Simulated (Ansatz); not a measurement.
# Ca3SiS: the cost of one run

Program: Ansatz 0.2.0. Level of theory: DFT PBE, scalar-relativistic, plane waves, PAW. These are calculated values, not measurements.

**1. The structure to begin with**

Symmetry: P4/mmm, No. 123, tetragonal system. Conventional cell: a = 4.202 Å, b = 4.202 Å, c = 6.802 Å, α = 90.00°, β = 90.00°, γ = 90.00°. Around Ca (site symmetry 4/mmm) lie 4 Si at 2.97 Å and 2 S at 3.40 Å. Around Ca (site symmetry 4mm) lie 1 Si at 2.01 Å. Si (site symmetry 4/mmm) is surrounded by 2 Ca at 2.01 Å. Around S (site symmetry 4/mmm) lie 10 Ca at 3.28 to 3.40 Å.

As a file:

```cif
data_structure
_symmetry_space_group_name_H-M 'P4/mmm'
_symmetry_Int_Tables_number 123
_cell_length_a 4.2018
_cell_length_b 4.2018
_cell_length_c 6.8025
_cell_angle_alpha 90.000
_cell_angle_beta 90.000
_cell_angle_gamma 90.000
_cell_volume 120.10
loop_
_atom_site_label
_atom_site_type_symbol
_atom_site_symmetry_multiplicity
_atom_site_Wyckoff_symbol
_atom_site_fract_x
_atom_site_fract_y
_atom_site_fract_z
_atom_site_occupancy
Ca1 Ca 1 a 0.00000 0.00000 0.00000 1
Ca2 Ca 2 h 0.50000 0.50000 0.29530 1
Si1 Si 1 c 0.50000 0.50000 0.00000 1
S1 S 1 b 0.00000 0.00000 0.50000 1
```

A structure generator made this guess: random cell by space group and Wyckoff sites (P4/mmm, No. 123). Its size is a rough estimate.

**2. A first look at the guess**

input.yaml

```yaml
crystal:
  lattice:
    - [4.20179733, 0.0, 0.0]
    - [0.0, 4.20179733, 0.0]
    - [0.0, 0.0, 6.80248627]
  atoms:
    - { symbol: Ca, position: [0.0, 0.0, 0.0] }
    - { symbol: Ca, position: [0.5, 0.5, 0.29529615] }
    - { symbol: Ca, position: [0.5, 0.5, 0.70470385] }
    - { symbol: Si, position: [0.5, 0.5, 0.0] }
    - { symbol: S, position: [0.0, 0.0, 0.5] }
basis:
  ecutwfc: 420
kpoints:
  mp_grid: { grid: [4, 4, 4] }
hamiltonian:
  xc: pbe
scf:
  occupations: { method: gaussian, width: 0.1 }
  lower_state_search: "off"
output:
  forces: true
  stress: true
  eigenvalues: true
```

Run with:

```
> ansatz run input.yaml --threads 1 --pin off --max-ram 2560MiB --backend cpu --events-out ev --progress --plain --runs-dir out
```

Q: Estimate wall time and peak memory on 1 thread of Intel Xeon Platinum 8375C at 2.90GHz (Ice Lake), shared host.

About 2.2 s, with a peak of 0.4 GiB.
